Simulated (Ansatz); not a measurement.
# Ta2AlF3: the cost of one run

Computed with Ansatz 0.2.0 (DFT PBE, scalar-relativistic, plane waves, PAW, unless a step's input says otherwise).

### Step 1. The structure to begin with

The structure is tetragonal, space group P-4m2 (No. 115). The conventional cell has a = 4.420 Å, b = 4.420 Å, c = 4.806 Å, α = 90.00°, β = 90.00°, γ = 90.00°. Ta (site symmetry 2mm) is surrounded by 2 Al at 2.43 Å and 6 F at 2.43 to 2.61 Å. Al (site symmetry -4m2) is surrounded by 2 F at 2.40 Å and 4 Ta at 2.43 Å. F (site symmetry -4m2) has 2 F at 2.40 Å and 4 Ta at 2.61 Å as nearest neighbours. Around F (site symmetry -4m2) lie 2 Al at 2.40 Å and 4 Ta at 2.61 Å. F (site symmetry -4m2) is surrounded by 2 F at 2.40 Å and 4 Ta at 2.43 Å.

Coordinates:

```cif
data_structure
_symmetry_space_group_name_H-M 'P 1'
_symmetry_Int_Tables_number 1
_cell_length_a 4.4205
_cell_length_b 4.4205
_cell_length_c 4.8058
_cell_angle_alpha 90.000
_cell_angle_beta 90.000
_cell_angle_gamma 90.000
_cell_volume 93.91
loop_
_atom_site_label
_atom_site_type_symbol
_atom_site_fract_x
_atom_site_fract_y
_atom_site_fract_z
_atom_site_occupancy
Ta1 Ta 0.00000 0.50000 0.28916 1
Ta2 Ta 0.50000 0.00000 0.71084 1
Al1 Al 0.00000 0.00000 0.50000 1
F1 F 0.50000 0.50000 0.00000 1
F2 F 0.00000 0.00000 0.00000 1
F3 F 0.50000 0.50000 0.50000 1
```

The cell was relaxed beforehand at this level, from a database cell with other species swapped in; it needn't be the stable form of this composition. At a tolerance of 0.05 Å it has space group P-4m2 (No. 115); it has 15.65 Å³/atom, an uncorrected energy of -0.28 eV/atom over the elements.

### Step 2. Static run: bands, density of states and charges

File input.yaml:

```yaml
crystal:
  lattice:
    - [4.4204927602, 0.0, 0.0]
    - [0.0, 4.4204927602, 0.0]
    - [0.0, 0.0, 4.8058395668]
  atoms:
    - { symbol: Ta, position: [0.0, 0.5, 0.2891595771], spin: 0.19 }
    - { symbol: Ta, position: [0.5, 0.0, 0.7108404229], spin: 0.19 }
    - { symbol: Al, position: [0.0, 0.0, 0.5] }
    - { symbol: F, position: [0.5, 0.5, 0.0] }
    - { symbol: F, position: [0.0, 0.0, 0.0] }
    - { symbol: F, position: [0.5, 0.5, 0.5] }
basis:
  ecutwfc: 420
kpoints:
  mp_grid: { grid: [8, 8, 8] }
  band_path:
    path:
      - [[0.0, 0.0, 0.0], [0.0, 0.5, 0.0], [0.5, 0.5, 0.0], [0.0, 0.0, 0.0], [0.0, 0.0, 0.5], [0.0, 0.5, 0.5], [0.5, 0.5, 0.5], [0.0, 0.0, 0.5]]
      - [[0.0, 0.5, 0.0], [0.0, 0.5, 0.5]]
      - [[0.5, 0.5, 0.0], [0.5, 0.5, 0.5]]
    npoints: 14
hamiltonian:
  xc: pbe
scf:
  occupations: { method: gaussian, width: 0.1 }
  n_extra_bands: 15
output:
  forces: true
  stress: true
  eigenvalues: true
  populations: true
  dos: { projected: true, de: 0.02, nscf_kmesh: { grid: [10, 10, 10] } }
  bader: true
  write_density: true
  write_potential: true
  elf: true
  volumetric_format: npy
magnetization:
  spin_polarized: true
checkpoint:
  read: start.run
  write: ck
  compress: false
  write_wavefunctions: false
  write_every: 100000
```

Started as:

```
$ ansatz run input.yaml --threads 1 --pin off --max-ram 2560MiB --backend cpu --events-out ev --progress --plain --runs-dir out
```

**Question.** How long does this run take on 1 thread of Intel Xeon at 2.70GHz, shared host, and how much memory does it need?

About 12 min, with a peak of 2.1 GiB.
